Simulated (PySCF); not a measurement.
# A gas-phase reaction: ClFGeH2O → ClFGeHO + H

Wanted: the reaction energy for `[OH][GeH]([F])[Cl]` → `[OH][Ge]([F])[Cl]` + `[H]`.

Programs: PySCF 2.14.0. All values are calculated, for the isolated system unless a continuum is named. Atoms count from 0, parts from 1.

### 1 The system as given

Each species was relaxed by itself at PBE0-D3(BJ)/def2-SVPD.

### 2 Reaction energy: wB97M-D3(BJ)/def2-TZVPD

The job: settings as JSON, then the geometry in Å.

```
{"job": {"kind": "react", "xc": "wB97M-D3(BJ)", "basis": "def2-TZVPD"}, "charge": 0, "multiplicity": 1}
-1 ClFGeH2O charge 0 multiplicity 1
O      0.252020    -0.556640    -1.219950
Ge     0.067910     0.330590     0.280320
F      1.140890    -0.361360     1.463390
Cl    -1.896230     0.040700     1.096820
H     -0.013060    -1.481820    -1.186270
H      0.415350     1.792060     0.061040

+1 ClFGeHO charge 0 multiplicity 2
O     -1.016310    -0.775170    -0.028890
Ge     0.382550     0.136450     0.568880
F      0.271210     1.719200    -0.185760
Cl     2.159060    -0.854550    -0.177390
H     -1.796500    -0.225930    -0.176830

+1 H charge 0 multiplicity 2
H      0.000000     0.000000     0.000000
```

Level: wB97M-D3(BJ)/def2-TZVPD reaction energy of separated species, gas phase.

Started as:

```sh
OMP_NUM_THREADS=1 python cluster_run.py task.json out
```

One launch serves the whole session: the jobs run in the order shown.

Log:

```text
species 1 (ClFGeH2O)
coarse grid: 29160 points
cycle   1  E = -2713.5991369425  dE = -3.293e-01  |g| = 1.088e+00  |ddm| = 1.911e+00
cycle   2  E = -2713.5493748237  dE =  4.976e-02  |g| = 1.342e+00  |ddm| = 1.282e+00
cycle   3  E = -2713.7797182107  dE = -2.303e-01  |g| = 6.330e-02  |ddm| = 6.550e-01
cycle   4  E = -2713.7804493668  dE = -7.312e-04  |g| = 3.732e-02  |ddm| = 7.124e-02
cycle   5  E = -2713.7806666582  dE = -2.173e-04  |g| = 6.562e-03  |ddm| = 2.407e-02
cycle   6  E = -2713.7806786830  dE = -1.202e-05  |g| = 2.616e-03  |ddm| = 9.052e-03
cycle   7  E = -2713.7806804038  dE = -1.721e-06  |g| = 6.992e-04  |ddm| = 3.108e-03
final grid: 58344 points
cycle   8  E = -2713.7806083215  dE = -2.948e-07  |g| = 7.216e-04  |ddm| = 2.196e-03
cycle   9  E = -2713.7806083142  dE =  7.254e-09  |g| = 8.759e-04  |ddm| = 7.668e-04
cycle  10  E = -2713.7806084199  dE = -1.057e-07  |g| = 5.389e-05  |ddm| = 3.748e-04
cycle  11  E = -2713.7806084224  dE = -2.448e-09  |g| = 2.946e-05  |ddm| = 1.285e-04
cycle  12  E = -2713.7806084227  dE = -3.683e-10  |g| = 7.824e-06  |ddm| = 4.577e-05
converged SCF energy = -2713.7806084227

species 2 (ClFGeHO)
coarse grid: 26688 points
cycle   1  E = -2712.9571135858  dE = -3.522e-01  |g| = 7.608e-01  |ddm| = 1.370e+00
cycle   2  E = -2712.8847504084  dE =  7.236e-02  |g| = 9.789e-01  |ddm| = 9.516e-01
cycle   3  E = -2713.1421572321  dE = -2.574e-01  |g| = 5.140e-02  |ddm| = 4.649e-01
cycle   4  E = -2713.1434654130  dE = -1.308e-03  |g| = 3.194e-02  |ddm| = 7.221e-02
cycle   5  E = -2713.1439273649  dE = -4.620e-04  |g| = 7.327e-03  |ddm| = 3.655e-02
cycle   6  E = -2713.1440178373  dE = -9.047e-05  |g| = 3.320e-03  |ddm| = 2.575e-02
cycle   7  E = -2713.1440346758  dE = -1.684e-05  |g| = 1.835e-03  |ddm| = 1.075e-02
cycle   8  E = -2713.1440387503  dE = -4.075e-06  |g| = 8.333e-04  |ddm| = 4.989e-03
final grid: 52968 points
cycle   9  E = -2713.1439421286  dE = -6.686e-07  |g| = 9.304e-04  |ddm| = 1.925e-03
cycle  10  E = -2713.1439421652  dE = -3.658e-08  |g| = 1.157e-03  |ddm| = 1.108e-03
cycle  11  E = -2713.1439425767  dE = -4.115e-07  |g| = 1.333e-04  |ddm| = 5.267e-04
cycle  12  E = -2713.1439426333  dE = -5.662e-08  |g| = 6.811e-05  |ddm| = 5.767e-04
cycle  13  E = -2713.1439426396  dE = -6.297e-09  |g| = 1.799e-05  |ddm| = 2.070e-04
cycle  14  E = -2713.1439426399  dE = -2.888e-10  |g| = 9.911e-06  |ddm| = 2.987e-05
converged SCF energy = -2713.1439426399

species 3 (H)
coarse grid: 2472 points
cycle   1  E = -0.4948058915  dE = -1.172e-01  |g| = 6.717e-02  |ddm| = 3.838e-01
cycle   2  E = -0.4985593451  dE = -3.753e-03  |g| = 8.711e-03  |ddm| = 8.376e-02
cycle   3  E = -0.4986436527  dE = -8.431e-05  |g| = 1.645e-03  |ddm| = 2.086e-02
cycle   4  E = -0.4986479873  dE = -4.335e-06  |g| = 3.513e-05  |ddm| = 5.626e-03
final grid: 5376 points
cycle   5  E = -0.4986479858  dE = -5.744e-10  |g| = 1.354e-06  |ddm| = 2.494e-05
converged SCF energy = -0.4986479858

Reaction energy = 87.182 kcal/mol
```

Wall time 47 s (1 thread of Arm Neoverse V2, shared host); peak memory 0.69 GiB.

Species by species (with the dispersion term, which the log's SCF energies lack):

```
 ν             species  energy (Eh)  HOMO (eV)
-1  [OH][GeH]([F])[Cl]  -2713.78547     -11.95
+1   [OH][Ge]([F])[Cl]  -2713.14789      -9.79
+1                 [H]     -0.49865     -11.27
```

### 3 Energies of the species: PBE0-D3(BJ)/def2-TZVPD

Same as in step 2 but for these lines:

```diff
@@ -1,2 +1,2 @@
-{"job": {"kind": "react", "xc": "wB97M-D3(BJ)", "basis": "def2-TZVPD"}, "charge": 0, "multiplicity": 1}
+{"job": {"kind": "react", "xc": "PBE0", "basis": "def2-TZVPD", "disp": "d3bj"}, "charge": 0, "multiplicity": 1}
 -1 ClFGeH2O charge 0 multiplicity 1
```

With the program's defaults for keys left out, this is: PBE0-D3(BJ)/def2-TZVPD reaction energy of separated species, gas phase.

Log:

```text
species 1 (ClFGeH2O)
coarse grid: 29160 points
cycle   1  E = -2712.9030235633  dE = -2.331e-01  |g| = 1.158e+00  |ddm| = 1.951e+00
cycle   2  E = -2712.5369340251  dE =  3.661e-01  |g| = 1.926e+00  |ddm| = 1.694e+00
cycle   3  E = -2713.0890106169  dE = -5.521e-01  |g| = 1.624e-01  |ddm| = 1.133e+00
cycle   4  E = -2713.0930689346  dE = -4.058e-03  |g| = 6.450e-02  |ddm| = 1.415e-01
cycle   5  E = -2713.0936332819  dE = -5.643e-04  |g| = 1.311e-02  |ddm| = 3.931e-02
cycle   6  E = -2713.0936586137  dE = -2.533e-05  |g| = 6.714e-03  |ddm| = 1.058e-02
cycle   7  E = -2713.0936659087  dE = -7.295e-06  |g| = 1.422e-03  |ddm| = 3.836e-03
final grid: 58344 points
cycle   8  E = -2713.0936878036  dE =  9.131e-08  |g| = 1.917e-03  |ddm| = 2.968e-03
cycle   9  E = -2713.0936871032  dE =  7.004e-07  |g| = 2.880e-03  |ddm| = 2.594e-03
cycle  10  E = -2713.0936884392  dE = -1.336e-06  |g| = 2.760e-04  |ddm| = 1.530e-03
cycle  11  E = -2713.0936884537  dE = -1.451e-08  |g| = 4.492e-05  |ddm| = 1.725e-04
cycle  12  E = -2713.0936884540  dE = -2.551e-10  |g| = 7.183e-06  |ddm| = 3.112e-05
converged SCF energy = -2713.0936884540

species 2 (ClFGeHO)
coarse grid: 26688 points
cycle   1  E = -2712.2533920807  dE = -2.299e-01  |g| = 8.212e-01  |ddm| = 1.388e+00
cycle   2  E = -2711.7077232752  dE =  5.457e-01  |g| = 1.502e+00  |ddm| = 1.315e+00
cycle   3  E = -2712.4470928160  dE = -7.394e-01  |g| = 1.652e-01  |ddm| = 9.041e-01
cycle   4  E = -2712.4560990851  dE = -9.006e-03  |g| = 7.755e-02  |ddm| = 1.476e-01
cycle   5  E = -2712.4578997178  dE = -1.801e-03  |g| = 2.626e-02  |ddm| = 5.555e-02
cycle   6  E = -2712.4581097986  dE = -2.101e-04  |g| = 9.135e-03  |ddm| = 1.896e-02
cycle   7  E = -2712.4581418102  dE = -3.201e-05  |g| = 2.303e-03  |ddm| = 7.846e-03
cycle   8  E = -2712.4581450558  dE = -3.246e-06  |g| = 8.095e-04  |ddm| = 3.547e-03
final grid: 52968 points
cycle   9  E = -2712.4581506798  dE = -7.714e-08  |g| = 1.071e-03  |ddm| = 1.765e-03
cycle  10  E = -2712.4581500030  dE =  6.768e-07  |g| = 1.708e-03  |ddm| = 1.799e-03
cycle  11  E = -2712.4581512165  dE = -1.214e-06  |g| = 1.955e-04  |ddm| = 1.073e-03
cycle  12  E = -2712.4581512334  dE = -1.687e-08  |g| = 5.517e-05  |ddm| = 1.493e-04
cycle  13  E = -2712.4581512351  dE = -1.745e-09  |g| = 2.678e-05  |ddm| = 6.451e-05
cycle  14  E = -2712.4581512357  dE = -5.784e-10  |g| = 1.247e-05  |ddm| = 5.231e-05
converged SCF energy = -2712.4581512357

species 3 (H)
coarse grid: 624 points
cycle   1  E = -0.4966013722  dE = -7.817e-02  |g| = 5.442e-02  |ddm| = 3.785e-01
cycle   2  E = -0.5010569048  dE = -4.456e-03  |g| = 3.019e-03  |ddm| = 1.413e-01
cycle   3  E = -0.5010729984  dE = -1.609e-05  |g| = 1.338e-04  |ddm| = 9.831e-03
cycle   4  E = -0.5010730072  dE = -8.766e-09  |g| = 3.309e-06  |ddm| = 1.990e-04
final grid: 5376 points
cycle   5  E = -0.5010619175  dE = -8.469e-08  |g| = 4.515e-05  |ddm| = 7.476e-04
cycle   6  E = -0.5010619187  dE = -1.214e-09  |g| = 6.344e-06  |ddm| = 8.104e-05
cycle   7  E = -0.5010619188  dE = -2.172e-11  |g| = 3.648e-08  |ddm| = 1.159e-05
converged SCF energy = -0.5010619188

Reaction energy = 84.723 kcal/mol
```

Wall time 25 s (1 thread of Arm Neoverse V2, shared host); peak memory 0.61 GiB.

Reaction energy at this level: 84.72 kcal/mol.

### 4 Side by side

Energies in kcal/mol, with wall time:

```
                    run  reaction  time
wB97M-D3(BJ)/def2-TZVPD     87.18  47 s
 PBE0-D3(BJ)/def2-TZVPD     84.72  25 s
```

### 5 What came out

| quantity | value |
| --- | --- |
| reaction energy (wB97M-D3(BJ)/def2-TZVPD) | 87.18 kcal/mol |
| ΔH, ΔG at 298 K (xTB thermal terms) | +83.6, +74.7 kcal/mol |
| range of the reaction energy over the runs of this table | 84.72 to 87.18 kcal/mol |

**Reading.** The reaction is endothermic by 83.6 kcal/mol in the gas phase; dispersion gives +0.57, and xTB itself gave 82.59 for the electronic energy (xTB energies and thermal terms come from the earlier relaxation of each species, not shown). No barrier was sought. The reaction energy runs from 84.72 (PBE0-D3(BJ)/def2-TZVPD) to 87.18 kcal/mol (wB97M-D3(BJ)/def2-TZVPD).
